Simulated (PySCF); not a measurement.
# CuCl₃: relaxation and vibrations of the triplet

Aim: relax CuCl₃ as a triplet from a T-shaped start, check by its vibrations whether the end is a minimum, and collect its spectrum and constants.

Program: PySCF 2.14.0. Level of theory: PBE0, basis Cu def2-TZVP, Cl def2-TZVP, no relativity, density fitting. These are calculated values, not measurements.

**1. Where the work starts**

4 atoms, charge 0, spin multiplicity 3.

Bond lengths: Cu1–Cl2 2.110 Å, Cu1–Cl3 2.110 Å, Cu1–Cl4 2.110 Å. Angles: Cl2–Cu1–Cl3 88.0°, Cl2–Cu1–Cl4 88.0°, Cl3–Cu1–Cl4 176.0°.

Coordinates in bohr (charge 0 multiplicity 3):
```
Cu    0.0000    0.0000    0.0000
Cl    0.0000    0.0000    3.9873
Cl    3.9849    0.0000    0.1391
Cl   -3.9849    0.0000    0.1391
```

**2. First SCF at the start**

The steps below are one call of a driver around PySCF. For each, scf.py gives the equivalent set-up of the SCF; relaxations use the driver's own optimiser. After this first run the driver tries any further starts and a stability analysis.

Input file scf.py:

```python
from pyscf import gto, scf, dft
mol = gto.M(atom='''
Cu     0.000000     0.000000     0.000000
Cl     0.000000     0.000000     2.110000
Cl     2.108700     0.000000     0.073600
Cl    -2.108700     0.000000     0.073600''',
    basis={'Cu': 'def2-TZVP', 'Cl': 'def2-TZVP'},
    charge=0, spin=2)
mf = dft.UKS(mol, xc='PBE0')
mf.grids.atom_grid = (50, 194)
aux = {'Cu': 'def2-universal-JKFIT', 'Cl': 'def2-universal-JKFIT'}
mf = mf.density_fit(auxbasis=aux)
mf.conv_tol = 1e-08
mf.diis_space = 10
mf.max_cycle = 60
mf.init_guess = 'minao'
mf.verbose = 4
mf.kernel()
```

Launch:

```sh
$ OMP_NUM_THREADS=4 python axn.py task.json out
```

The log of the run:

```text
init E= -3020.32576505795
[... the frontier-level lines of each cycle are left out ...]
cycle= 1 E= -3017.27271067573  delta_E= 3.05  |g|= 3.88  |ddm|= 1.62
cycle= 2 E= -3004.81336432376  delta_E= 12.5  |g|= 8.01  |ddm|= 6.96
cycle= 3 E= -3019.41083754465  delta_E= -14.6  |g|= 2.34  |ddm|= 6.16
cycle= 4 E= -3019.58892191075  delta_E= -0.178  |g|= 1.31  |ddm|= 1.38
cycle= 5 E= -3020.32651001037  delta_E= -0.738  |g|= 0.582  |ddm|= 1.29
cycle= 6 E= -3020.45293848963  delta_E= -0.126  |g|= 0.286  |ddm|= 0.707
cycle= 7 E= -3020.48456387895  delta_E= -0.0316  |g|= 0.129  |ddm|= 0.193
cycle= 8 E= -3020.48794673105  delta_E= -0.00338  |g|= 0.0616  |ddm|= 0.0639
cycle= 9 E= -3020.48922201971  delta_E= -0.00128  |g|= 0.0275  |ddm|= 0.0527
cycle= 10 E= -3020.48954597568  delta_E= -0.000324  |g|= 0.0161  |ddm|= 0.0292
cycle= 11 E= -3020.48971421718  delta_E= -0.000168  |g|= 0.00264  |ddm|= 0.0325
cycle= 12 E= -3020.489725072  delta_E= -1.09e-05  |g|= 0.00159  |ddm|= 0.00887
cycle= 13 E= -3020.48972692827  delta_E= -1.86e-06  |g|= 0.000546  |ddm|= 0.00286
cycle= 14 E= -3020.48972726785  delta_E= -3.4e-07  |g|= 0.000164  |ddm|= 0.00128
cycle= 15 E= -3020.48972734119  delta_E= -7.33e-08  |g|= 9.45e-05  |ddm|= 0.000573
cycle= 16 E= -3020.48972736624  delta_E= -2.5e-08  |g|= 5.81e-05  |ddm|= 0.000471
cycle= 17 E= -3020.48972737019  delta_E= -3.95e-09  |g|= 1.7e-05  |ddm|= 0.000173
Extra cycle  E= -3020.48972736953  delta_E= 6.62e-10  |g|= 6.23e-05  |ddm|= 3.72e-05
converged SCF energy = -3020.48972736953  <S^2> = 2.0084361  2S+1 = 3.0056188
```

This step, with its further starts and checks, ran for 33 s (4 threads of Arm Neoverse V2, shared host).

The starts that the driver tried:

```csv
start,energy (Eh)
the minimal-basis guess,-3020.489727
a thermally smeared density,-3020.489727
a smeared PBE density,-3020.489727
```

The test of internal stability and the other starts found no lower solution of this spin.

**3. Relaxation: T-shaped start, triplet**

The program finds C2v symmetry in the start, which this walk keeps. Threshold on the gradient: 0.0003 Eh/bohr, with a further test on the energy change.

scf.py, as its differences from that of step 2:

```diff
@@ -3,4 +3,4 @@
-Cu     0.000000     0.000000     0.000000
-Cl     0.000000     0.000000     2.110000
-Cl     2.108700     0.000000     0.073600
-Cl    -2.108700     0.000000     0.073600''',
+Cu     0.000000     0.000000    -0.470290
+Cl     0.000000     0.000000     1.639710
+Cl     2.108700     0.000000    -0.396690
+Cl    -2.108700     0.000000    -0.396690''',
@@ -16 +15,0 @@
-mf.init_guess = 'minao'
```

Steps of the walk:

```csv
step,energy (Eh),change (kJ/mol),largest symmetric gradient (Eh/bohr)
0,-3020.489727,0.00,0.02099
1,-3020.491278,-4.07,0.01074
2,-3020.491940,-5.81,0.00193
3,-3020.492024,-6.03,0.00200
4,-3020.492089,-6.20,0.00237
5,-3020.492125,-6.30,0.00167
6,-3020.492138,-6.33,0.00067
7,-3020.492141,-6.34,0.00022
```

The walk took 35 s.

Geometry (Å) and forces (eV/Å) at some steps:

```
step 0
Cu   0.000   0.000  -0.470   0.000   0.000  -0.823
Cl   0.000   0.000   1.640   0.000   0.000   1.079
Cl   2.109   0.000  -0.397   0.441   0.000  -0.128
Cl  -2.109   0.000  -0.397  -0.441   0.000  -0.128
step 1
Cu   0.000   0.000  -0.477   0.000   0.000  -0.351
Cl   0.000   0.000   1.672   0.000   0.000   0.552
Cl   2.123   0.000  -0.409   0.193   0.000  -0.101
Cl  -2.123   0.000  -0.409  -0.193   0.000  -0.101
step 4
Cu   0.000   0.000  -0.461   0.000   0.000   0.122
Cl   0.000   0.000   1.744   0.000   0.000  -0.070
Cl   2.135   0.000  -0.453  -0.031   0.000  -0.026
Cl  -2.135   0.000  -0.453   0.031   0.000  -0.026
step 7
Cu   0.000   0.000  -0.439   0.000   0.000   0.007
Cl   0.000   0.000   1.756   0.000   0.000  -0.007
Cl   2.131   0.000  -0.470   0.011   0.000   0.000
Cl  -2.131   0.000  -0.470  -0.011   0.000   0.000
```

It settles in C2v symmetry, 6.3 kJ/mol below the start, after 7 steps: Cu–Cl 2.132 Å (×2), Cu–Cl 2.196 Å; Cl–Cu–Cl 90.8° (×2), Cl–Cu–Cl 178.3°.

**4. Vibrations and properties at this point**

On the finer grid the gradient is checked again; gradients at displacements of ±0.02 bohr then give force constants and infrared intensities.

scf.py, as its differences from that of step 3:

```diff
@@ -3,4 +3,4 @@
-Cu     0.000000     0.000000    -0.470290
-Cl     0.000000     0.000000     1.639710
-Cl     2.108700     0.000000    -0.396690
-Cl    -2.108700     0.000000    -0.396690''',
+Cu     0.000000     0.000000    -0.444294
+Cl     0.000000     0.000000     1.750356
+Cl     2.132482     0.000000    -0.475323
+Cl    -2.132482     0.000000    -0.475323''',
@@ -10 +10 @@
-mf.grids.atom_grid = (50, 194)
+mf.grids.atom_grid = (75, 302)
@@ -13 +13 @@
-mf.conv_tol = 1e-08
+mf.conv_tol = 1e-10
```

The driver hands on the density of the step before, so the log starts near convergence.

SCF at the final geometry:

```text
init E= -3020.49203604275
[... the frontier-level lines of each cycle are left out ...]
cycle= 1 E= -3020.49203604267  delta_E= 7.19e-11  |g|= 2.02e-05  |ddm|= 1.15e-05
cycle= 2 E= -3020.49203604188  delta_E= 7.89e-10  |g|= 6.88e-05  |ddm|= 3.18e-05
cycle= 3 E= -3020.49203604277  delta_E= -8.84e-10  |g|= 2.14e-06  |ddm|= 2.33e-05
cycle= 4 E= -3020.49203604277  delta_E= -5.46e-12  |g|= 9.81e-07  |ddm|= 2.55e-06
Extra cycle  E= -3020.49203604277  delta_E= 6.37e-12  |g|= 2.06e-06  |ddm|= 2.97e-06
converged SCF energy = -3020.49203604277  <S^2> = 2.008889  2S+1 = 3.0059202
```

The whole step took 1.9 min.

Geometry: C2v; Cu–Cl 2.133 Å (×2), Cu–Cl 2.195 Å; Cl–Cu–Cl 90.8° (×2), Cl–Cu–Cl 178.3°.

Modes, for the most abundant isotopes:

```csv
symmetry,ω (cm⁻¹),IR (km/mol),μ (u)
b2,132i,23.2,37.32
a1,99,3.4,39.78
b1,100,5.9,45.83
a1,285,0.3,37.11
a1,335,1.7,38.82
b2,406,0.0,43.85
```

μ is the mass of the mode for normalised Cartesian displacements, not the reduced mass of the usual diatomic formula.

1 mode is imaginary, the largest at 132i cm⁻¹: a saddle point, not a minimum.

Properties at this point:

```
Dipole moment                                                   : 0.76 D
Highest occupied level                                          : -9.01 eV
Lowest empty level                                              : -6.75 eV
Rotational constants                                            : 0.1245, 0.053, 0.03718 cm⁻¹
Zero-point energy (real modes)                                  : 7.3 kJ/mol
Principal polarisabilities                                      : 36.3, 94.6, 139.2 bohr³
Atomisation energy without zero-point energy                    : 671 kJ/mol
Principal traceless quadrupole moments about the centre of mass : -5.80, 1.39, 4.40 D Å
Spin squared ⟨S²⟩                                               : 2.009
```

Charges (e) and bond orders:

```csv
atom,Mulliken,Löwdin,polar tensor,spin (Mulliken),Mayer order to Cu1
Cu1,0.41,-0.55,0.17,0.49,–
Cl2,-0.03,0.27,0.17,0.73,0.71
"Cl3,4",-0.19,0.14,-0.17,0.39,0.85
```

Outer orbital energies (eV). α occupied: -11.27, -10.31, -10.31, -10.22, -9.60, -9.51, -9.24, -9.08; empty: -1.00, 1.48, 2.00, 2.76. β occupied: -11.47, -10.61, -10.44, -10.02, -9.35, -9.20, -9.11, -9.01; empty: -6.75, -5.14, -0.68, 1.52.

Mulliken populations on Cu1: s 6.57, p 12.46, d 9.56, f 0.00.

**5. Following the imaginary mode**

The start is the last point, displaced along its most imaginary mode.

The program finds Cs symmetry in the start, which this walk keeps. Threshold on the gradient: 0.0003 Eh/bohr, with a further test on the energy change.

scf.py, as its differences from that of step 4:

```diff
@@ -3,4 +3,4 @@
-Cu     0.000000     0.000000    -0.444294
-Cl     0.000000     0.000000     1.750356
-Cl     2.132482     0.000000    -0.475323
-Cl    -2.132482     0.000000    -0.475323''',
+Cu     0.095389    -0.000000    -0.444327
+Cl    -0.250000     0.000000     1.750322
+Cl     2.171651    -0.000000    -0.604571
+Cl    -2.093312     0.000000    -0.346143''',
@@ -10 +10 @@
-mf.grids.atom_grid = (75, 302)
+mf.grids.atom_grid = (50, 194)
@@ -13 +13 @@
-mf.conv_tol = 1e-10
+mf.conv_tol = 1e-08
```

The optimiser's trace:

```csv
step,energy (Eh),change (kJ/mol),largest symmetric gradient (Eh/bohr)
0,-3020.495597,0.00,0.00566
1,-3020.496231,-1.66,0.00512
2,-3020.497789,-5.76,0.00995
3,-3020.498291,-7.07,0.00619
4,-3020.498617,-7.93,0.00334
5,-3020.499095,-9.18,0.00310
6,-3020.499218,-9.51,0.00265
7,-3020.499353,-9.86,0.00156
8,-3020.499388,-9.95,0.00049
9,-3020.499390,-9.96,0.00017
```

The walk took 52 s.

Positions (Å) and forces (eV/Å) along the way:

```
step 0
Cu   0.095   0.000  -0.444   0.010   0.000   0.153
Cl  -0.250   0.000   1.750  -0.290   0.000  -0.112
Cl   2.172   0.000  -0.605   0.155   0.000  -0.185
Cl  -2.093   0.000  -0.346   0.125   0.000   0.143
step 1
Cu   0.104   0.000  -0.436   0.147   0.000   0.120
Cl  -0.280   0.000   1.751  -0.262   0.000  -0.073
Cl   2.183   0.000  -0.625   0.055   0.000  -0.168
Cl  -2.083   0.000  -0.335   0.061   0.000   0.121
step 5
Cu   0.221   0.000  -0.294  -0.053   0.000   0.160
Cl  -0.516   0.000   1.831   0.008   0.000  -0.139
Cl   2.227   0.000  -0.849  -0.059   0.000  -0.019
Cl  -2.008   0.000  -0.333   0.104   0.000  -0.002
step 9
Cu   0.266   0.000  -0.195  -0.003   0.000  -0.008
Cl  -0.590   0.000   1.864  -0.002   0.000   0.008
Cl   2.202   0.000  -0.947  -0.004   0.000  -0.001
Cl  -1.954   0.000  -0.367   0.009   0.000   0.000
```

It settles in Cs symmetry, 10.0 kJ/mol below the start, after 9 steps: Cu–Cl 2.077 Å, Cu–Cl 2.227 Å, Cu–Cl 2.229 Å; Cl–Cu–Cl 71.9°, Cl–Cu–Cl 133.8°, Cl–Cu–Cl 154.3°.

**6. Frequencies**

The same treatment as at the point before.

scf.py, as its differences from that of step 5:

```diff
@@ -3,4 +3,4 @@
-Cu     0.095389    -0.000000    -0.444327
-Cl    -0.250000     0.000000     1.750322
-Cl     2.171651    -0.000000    -0.604571
-Cl    -2.093312     0.000000    -0.346143''',
+Cu     0.237073    -0.000000    -0.236462
+Cl    -0.618415     0.000000     1.822697
+Cl     2.172737    -0.000000    -0.988388
+Cl    -1.981308     0.000000    -0.408968''',
@@ -10 +10 @@
-mf.grids.atom_grid = (50, 194)
+mf.grids.atom_grid = (75, 302)
@@ -13 +13 @@
-mf.conv_tol = 1e-08
+mf.conv_tol = 1e-10
```

SCF at the final geometry:

```text
init E= -3020.49924012935
[... the frontier-level lines of each cycle are left out ...]
cycle= 1 E= -3020.49924012935  delta_E= 1.36e-12  |g|= 7.48e-06  |ddm|= 5.58e-06
Extra cycle  E= -3020.49924012924  delta_E= 1.13e-10  |g|= 2.57e-05  |ddm|= 1.22e-05
converged SCF energy = -3020.49924012924  <S^2> = 2.0093454  2S+1 = 3.0062238
```

The whole step ran for 2.7 min (4 threads of Arm Neoverse V2, shared host).

Geometry: Cs; Cu–Cl 2.077 Å, Cu–Cl 2.225 Å, Cu–Cl 2.230 Å; Cl–Cu–Cl 71.9°, Cl–Cu–Cl 133.8°, Cl–Cu–Cl 154.3°.

Harmonic modes (main isotopes):

```csv
symmetry,ω (cm⁻¹),IR (km/mol),type
a',32,3.0,bend
a'',104,5.9,bend
a',193,0.3,bend
a',240,2.3,stretch
a',321,1.8,stretch
a',447,48.6,stretch
```

Every mode is real; the point is a minimum.

Properties at this point:

* Dipole moment: 0.83 D
* Highest occupied level: -8.99 eV
* Lowest empty level: -6.21 eV
* Rotational constants: 0.1411, 0.04689, 0.0352 cm⁻¹
* Zero-point energy: 8.0 kJ/mol
* Principal polarisabilities: 36.6, 82.1, 114.7 bohr³
* Atomisation energy without zero-point energy: 690 kJ/mol
* Principal traceless quadrupole moments about the centre of mass: -5.58, 1.93, 3.65 D Å
* Entropy at 298.15 K and 1 bar (electronic part: spin only): 363.9 J/(mol K)
* Heat capacity Cp at 298.15 K: 77.4 J/(mol K)
* Enthalpy at 298.15 K above 0 K: 18.67 kJ/mol
* Rotational symmetry number: 1
* Spin squared ⟨S²⟩: 2.009

Charges (e) and bond orders:

| atom | Mulliken | Löwdin | polar tensor | spin (Mulliken) | Mayer order to Cu1 |
| --- | --- | --- | --- | --- | --- |
| Cu1 | 0.48 | -0.47 | 0.74 | 0.50 | – |
| Cl2 | -0.09 | 0.20 | -0.16 | 0.65 | 0.63 |
| Cl3 | -0.28 | 0.10 | -0.40 | 0.26 | 1.10 |
| Cl4 | -0.11 | 0.18 | -0.18 | 0.59 | 0.63 |

Outer orbital energies (eV). α occupied: -11.28, -10.58, -10.47, -9.94, -9.66, -9.49, -9.17, -9.00; empty: -0.68, 1.51, 1.98, 2.49. β occupied: -11.19, -11.05, -10.46, -10.30, -9.67, -9.34, -9.28, -8.99; empty: -6.21, -5.10, -0.52, 1.49.

Mulliken populations on Cu1: s 6.57, p 12.45, d 9.51, f 0.00.

**7. All stationary points**

| spin | group | bonds | imaginary modes (cm⁻¹) | ΔE (kJ/mol) | with zero-point energy |
| --- | --- | --- | --- | --- | --- |
| triplet | Cs | Cu–Cl 2.077 Å, Cu–Cl 2.225 Å, Cu–Cl 2.230 Å | none | 0.0 | 0.0 |
| triplet | C2v | Cu–Cl 2.133 Å (×2), Cu–Cl 2.195 Å | 132i | 18.9 | – |

**8. Results**

| quantity | value |
| --- | --- |
| minimum | triplet, Cs |
| geometry | Cu–Cl 2.077 Å, Cu–Cl 2.225 Å, Cu–Cl 2.230 Å; Cl–Cu–Cl 71.9°, Cl–Cu–Cl 133.8°, Cl–Cu–Cl 154.3° |
| wavenumbers (cm⁻¹) | 32 (a'), 104 (a''), 193 (a'), 240 (a'), 321 (a'), 447 (a') |
| dipole moment | 0.83 D |
| highest occupied, lowest empty level (either spin) | -8.99, -6.21 eV |
| polar-tensor charge of Cu1 | +0.74 e |
| zero-point energy | 8.0 kJ/mol |
| entropy at 298.15 K | 363.9 J/(mol K) |
| atomisation energy (no zero-point energy) | 690 kJ/mol |
| ⟨S²⟩ | 2.009 |

In words: From C2v at the start the molecule goes to a Cs minimum, after a stop at a saddle point 18.9 kJ/mol higher, from which it was pushed off along an imaginary mode. The strongest infrared band lies at 447 cm⁻¹ (a', stretch). Only this shape and spin were tried, so other structures or states may lie lower. One determinant may miss the lowest occupation of an open d or f shell.

The search up to here took 6.6 min.
